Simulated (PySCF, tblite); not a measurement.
# C6H10OSi2: geometry, infrared bands and NMR shifts

Aim: predict the infrared bands and NMR shifts of C6H10OSi2 (`C#C[Si@@H](C=C)C(=C)O[SiH3]`).

Programs: tblite 0.8.0 and PySCF 2.14.0, with density-fitted response routines of our own. Each step states its level of theory. These are calculated values for one molecule in the gas phase, unless marked as measured. Atoms are numbered from 0 throughout.

**1. Starting geometry**

19 atoms, charge 0, multiplicity 1; geometry from: force field or distance geometry start.

Bonds of the start (Å): C0–C1 1.22, C1–Si2 1.82, Si2–C3 1.86, C3–C4 1.33, Si2–C5 1.84, C5–C6 1.34, C5–O7 1.39, O7–Si8 1.72, C0–H9 1.08, Si2–H10 1.48, C3–H11 1.09, C4–H12 1.09, C4–H13 1.08, C6–H14 1.08, C6–H15 1.10, Si8–H16 1.46, Si8–H17 1.48, Si8–H18 1.45.

**2. Relaxing the molecule with GFN2-xTB**

Job settings and geometry (Å):

```
{"job": {"kind": "relax", "xc": "GFN2-xTB", "basis": "xTB"}, "charge": 0, "multiplicity": 1}
C     -3.021000    -2.517400     0.159900
C     -2.219600    -1.658900    -0.160100
Si    -0.991900    -0.407000    -0.632600
C     -1.521400     1.198000     0.147700
C     -0.922100     2.295100    -0.317600
C      0.703000    -0.871400    -0.073700
C      0.762300    -1.643200     1.019800
O      1.851400    -0.442000    -0.731200
Si     2.818100     0.889100    -0.228300
H     -3.741500    -3.277100     0.442000
H     -1.050300    -0.225900    -2.101200
H     -2.259500     1.230700     0.953700
H     -0.192400     2.184900    -1.119400
H     -1.181500     3.256900     0.097800
H     -0.126400    -1.963300     1.536300
H      1.772800    -1.916400     1.362300
H      3.016700     0.962600     1.220900
H      2.179200     2.124400    -0.721800
H      4.114400     0.790100    -0.862200
```

Launch:

```
$ OMP_NUM_THREADS=1 python probes_run.py task.json out
```

One launch serves the whole session: the jobs run in the order shown.

**Question.** This job is followed by: GFN2-xTB harmonic vibrations, gas phase; GIAO PBE0/pcSseg-1 NMR shielding, non-relativistic, gas phase. Predict these results of the whole session: strongest single infrared mode (GFN2-xTB); zero-point energy (GFN2-xTB); ¹³C shifts against TMS (PBE0/pcSseg-1); ¹H shifts against TMS (PBE0/pcSseg-1, means over atoms taken as alike); ²⁹Si shifts against TMS (PBE0/pcSseg-1); ¹⁷O shifts against H2O (PBE0/pcSseg-1).

As calculated:

| quantity | value |
| --- | --- |
| strongest single infrared mode (GFN2-xTB) | 826 cm⁻¹, 471 km/mol |
| zero-point energy (GFN2-xTB) | 80.4 kcal/mol |
| ¹³C shifts against TMS (PBE0/pcSseg-1) | 168.5, 145.0, 140.2, 108.6, 103.9, 87.8 ppm |
| ¹H shifts against TMS (PBE0/pcSseg-1, means over atoms taken as alike) | 6.59, 6.47, 6.23, 5.34, 5.05, 4.93, 4.87, 1.95 ppm |
| ²⁹Si shifts against TMS (PBE0/pcSseg-1) | -45.4, -58.4 ppm |
| ¹⁷O shifts against H2O (PBE0/pcSseg-1) | 100.0 ppm |

Over 178 steps the energy fell by 0.628 eV; of the close pairs, O7–Si8 changed most, 1.720 to 1.623 Å. The lowest mode is imaginary (29i cm⁻¹), so the xTB geometry is not a minimum. The strongest single mode, at 826 cm⁻¹, is carried by H16, H18, H17, Si8. Unscaled tight-binding wavenumbers are off by several per cent, some by more. Its intensities can rank the bands wrongly. At PBE0/pcSseg-1: The widest tensor belongs to C1: span 287 ppm, with a paramagnetic part of -162 ppm.
